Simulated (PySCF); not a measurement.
**GeS (germanium sulfide): B2PLYP/STO-6G**

Aim: the vertical ionisation energy of GeS (germanium sulfide) at B2PLYP/STO-6G, from 2 runs. Input form: a Python script.

Program for the calculation: PySCF 2.14.0.

12 further runs of the same task are left out: 5 that didn't finish, 7 set aside as unsound or not needed.

### Step 1. Starting point

GeS: 2 atoms, total charge 0, spin state singlet. As SMILES, `[S+]#[Ge-]`. Geometry: the measured bond length.

Bond lengths: S1–Ge2 2.012 Å.

### Step 2. The energy at B2PLYP/STO-6G

File job.py:

```python
from pyscf import gto, dft, mp

mol = gto.M(
    atom=[
    ('S', (0.000000, 0.000000, 0.000000)),
    ('Ge', (0.000000, 0.000000, 2.012086)),
],
    basis='sto-6g',
    charge=0,
    max_memory=1860,
    verbose=3,
    spin=0,
)

mf = dft.RKS(mol)
mf.xc = '0.53*HF + 0.47*B88, 0.73*LYP'
mf.conv_tol = 1e-10
mf.grids.level = 5
mf.kernel()
if not mf.converged:
    mf = mf.newton().run(mf.mo_coeff, mf.mo_occ)

pt = mp.MP2(mf, frozen=14).run()
energy = mf.e_tot + 0.27 * pt.e_corr
print('PT2 part  %.8f' % (0.27 * pt.e_corr))
print(f'total energy: {energy:.8f} hartree')
```

The run is started by

```bash
$ OMP_NUM_THREADS=1 python job.py
```

Output:

```text
converged SCF energy = -2461.86044943357
E(RMP2) = -2462.01032251394  E_corr = -0.149873080376861
E(SCS-RMP2) = -2462.00621546623  E_corr = -0.145766032666605
PT2 part  -0.04046573
total energy: -2461.90091517 hartree
```

Wall time 3.3 s (1 thread of Arm Neoverse V1, shared host); peak memory 0.21 GiB.

### Step 3. The doublet cation

File job.py:

```python
from pyscf import gto, dft, mp

molecule = gto.M(
    atom=[
    ('S', (0.000000, 0.000000, 0.000000)),
    ('Ge', (0.000000, 0.000000, 2.012086)),
],
    verbose=3,
    max_memory=1860,
    basis='sto-6g',
    charge=1,
    spin=1,
)

myscf = dft.UKS(molecule, xc='0.53*HF + 0.47*B88, 0.73*LYP')
myscf.grids.level = 5
myscf.conv_tol = 1e-10
myscf.kernel()
if not myscf.converged:
    myscf = myscf.newton().run(myscf.mo_coeff, myscf.mo_occ)

pt = mp.MP2(myscf, frozen=14).run()
e_tot = myscf.e_tot + 0.27 * pt.e_corr
print('PT2 part  %.8f' % (0.27 * pt.e_corr))
print('Final energy', e_tot)
```

The run is started by

```bash
$ OMP_NUM_THREADS=1 python job.py
```

Output:

```text
WARN: HOMO -0.462211173611775 >= LUMO -0.462211173611773

converged SCF energy = -2461.61035938911  <S^2> = 0.76079604  2S+1 = 2.0107671
E(UMP2) = -2461.69159266079  E_corr = -0.0812332716874475
E(SCS-UMP2) = -2461.69336894643  E_corr = -0.0830095573222592
PT2 part  -0.02193298
Final energy -2461.6322923724624
```

Run time: 5.1 s. Hardware: 1 thread of Arm Neoverse V1, shared host; peak memory 0.21 GiB.

### Step 4. What came out

At B2PLYP/STO-6G, 14 core orbitals frozen:

```
                                                                quantity           value
                                               singlet GeS: total energy  -2461.90092 Eh
                                   singlet GeS: dipole moment (SCF part)          0.67 D
                          singlet GeS: HOMO energy (SCF part's orbitals)        -5.02 eV
                          singlet GeS: LUMO energy (SCF part's orbitals)         3.07 eV
                        singlet GeS: HOMO–LUMO gap (SCF part's orbitals)         8.09 eV
                                            doublet cation: total energy  -2461.63229 Eh
doublet cation: HOMO energy (SCF part's orbitals) (highest over α and β)       -13.34 eV
 doublet cation: LUMO energy (SCF part's orbitals) (lowest over α and β)        -8.64 eV
                                                    doublet cation: ⟨S²⟩           0.761
                      vertical ionisation energy (to the doublet cation)        7.310 eV
```

**Reading.** The vertical ionisation energy comes to 7.31 eV (169 kcal/mol). The negative HOMO energy of the first species, 5.02 eV, lies 2.29 eV below that difference. In a minimal basis such a difference can be off by several eV, whatever the method.
